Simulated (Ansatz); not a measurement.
Runs of Ansatz 0.2.0 on Nb2B. It takes space group P6/mmm (No. 191, hexagonal). The conventional cell has a = 4.408 Å, b = 4.408 Å, c = 2.669 Å, α = 90.00°, β = 90.00°, γ = 120.00°. Nb (site symmetry -6m2) has 5 Nb at 2.54 to 2.67 Å and 6 B at 2.87 Å as nearest neighbours. B (site symmetry 6/mmm) is surrounded by 2 B at 2.67 Å and 12 Nb at 2.87 Å. The cell was built by a generator and needn't be a form met in nature.

```tsv
task	level	U	k mesh	cutoff (eV)	hubbard projectors	double counting	points for each segment of the path	gap on the mesh (eV)	pressure (GPa)
density of states	r2SCAN+U	Nb d U = 3 eV	7 × 7 × 10	500	ortho-atomic (the default)	fll (the default)	-	none	2.1
density of states	r2SCAN	-	7 × 7 × 10	500	-	-	-	none	-1.2
density of states	r2SCAN+U	Nb d U = 2 eV	7 × 7 × 10	500	ortho-atomic (the default)	fll (the default)	-	none	0.8
band structure	PBE	-	5 × 5 × 7	420	-	-	14	none	(a)
```

Alike in all rows: potentials or basis Ansatz PAW; no spin polarisation; cell as given; smearing fermi-dirac 0.05 eV.

Problem. Estimate the missing entries.

Solution. (a) 0.4.

Caveats: the PAW data sets come from PBE, with cores solved anew for the run's functional, which leaves a small shift of forces and pressure (some runs); the density of states is complete only up to the lowest level of the last band computed (some runs); U without spin polarisation on a metal has little footing (some runs); the U is typed as a test and isn't derived for this compound (some runs).

A k mesh can miss the band edges, and the runs leave out spin-orbit coupling on Nb.

A gap of «none» marks a metal or a gap under the smearing width.

Not every run made on this cell is shown here.
